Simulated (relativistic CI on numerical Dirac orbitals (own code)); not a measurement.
**Lu²⁺: 4d photoemission multiplets**

Wanted: the shape of the 4d photoemission spectrum of Lu²⁺ in 4 surroundings, from the same atomic integrals.

The numbers are computed with relativistic CI on numerical Dirac orbitals (own code) version 1 (Dirac-Coulomb-Breit CI, KLI orbitals optimised for each configuration, model QED (radiative potential, 1s self-energy scaled to tabulated hydrogen-like ionisation energies), valence Slater integrals scaled by 0.7, multiplet model of photoemission in the sudden approximation), except any that are marked as measured or tabulated.

## Step 1: The atom as given

| Quantity | Value |
| --- | --- |
| ion | Lu²⁺ (Lu III) |
| nuclear charge | 71 |
| electrons | 69 |
| configurations | [Xe] 4f14 5d → [Kr] 4d9 4f14 5s2 5p6 5d |
| temperature | 300 K |
| widths | Lorentz 3.5 eV, Gauss 0.6 eV |
| surrounding 1 | free ion |
| surrounding 2 | D3d, 10Dq = 15400, Dsigma = -710, Dtau = 340 cm⁻¹ |
| surrounding 3 | Oh, 10Dq = 36550 cm⁻¹ |
| surrounding 4 | Oh, 10Dq = 9650 cm⁻¹ |

## Step 2: Surrounding 1: free ion

The run's settings:

```ini
atom Lu  Z=71  charge=2  electrons=69
nucleus A=175  rms_radius_fm=5.3700
hamiltonian dirac-coulomb  breit=on  qed=on  c_scale=1
orbitals kli  potential=per-configuration
slater_scale 0.7
correlation none
mixing on
configurations
  [Xe] 4f14 5d
  [Kr] 4d9 4f14 5s2 5p6 5d
end
photoemission 4d T=300 lorentz=3.5 gauss=0.6
crystal_field free
```

## Step 3: Surrounding 2: D3d, 10Dq = 15400, Dsigma = -710, Dtau = 340

Changes to the settings of step 2:

```diff
@@ -12,2 +12,2 @@
 photoemission 4d T=300 lorentz=3.5 gauss=0.6
-crystal_field free
+crystal_field D3d 10Dq=15400 Dsigma=-710 Dtau=340
```

## Step 4: Surrounding 3: Oh, 10Dq = 36550

Changes to the settings of step 3:

```diff
@@ -12,2 +12,2 @@
 photoemission 4d T=300 lorentz=3.5 gauss=0.6
-crystal_field D3d 10Dq=15400 Dsigma=-710 Dtau=340
+crystal_field Oh 10Dq=36550
```

## Step 5: Surrounding 4: Oh, 10Dq = 9650

Changes to the settings of step 4:

```diff
@@ -12,2 +12,2 @@
 photoemission 4d T=300 lorentz=3.5 gauss=0.6
-crystal_field Oh 10Dq=36550
+crystal_field Oh 10Dq=9650
```

(Steps that only read results are left out.)

Before running it: what results should come out? Wanted: highest peak, first run; ground spin.

As calculated:

| surrounding | ground S | centroid (eV) | spread (eV) | up to four highest peaks (% of the highest), eV |
| --- | --- | --- | --- | --- |
| 1: free | 0.50 | 225.35 | 4.91 | 221.4 (100), 231.4 (66) |
| 2: D3d | 0.50 | 225.42 | 4.88 | 221.4 (100), 231.4 (68) |
| 3: Oh | 0.50 | 225.43 | 4.88 | 221.4 (100), 231.4 (68) |
| 4: Oh | 0.50 | 225.42 | 4.88 | 221.4 (100), 231.4 (68) |

```
                           quantity     value
            highest peak, first run  221.4 eV
ground spin (effective S from ⟨S²⟩)      0.50
```

What this shows: The highest peak stays in place, within the step of the energy grid, in all surroundings. Energies are those of the free ion without screening by ligands; binding energies in solids differ by tens of eV.
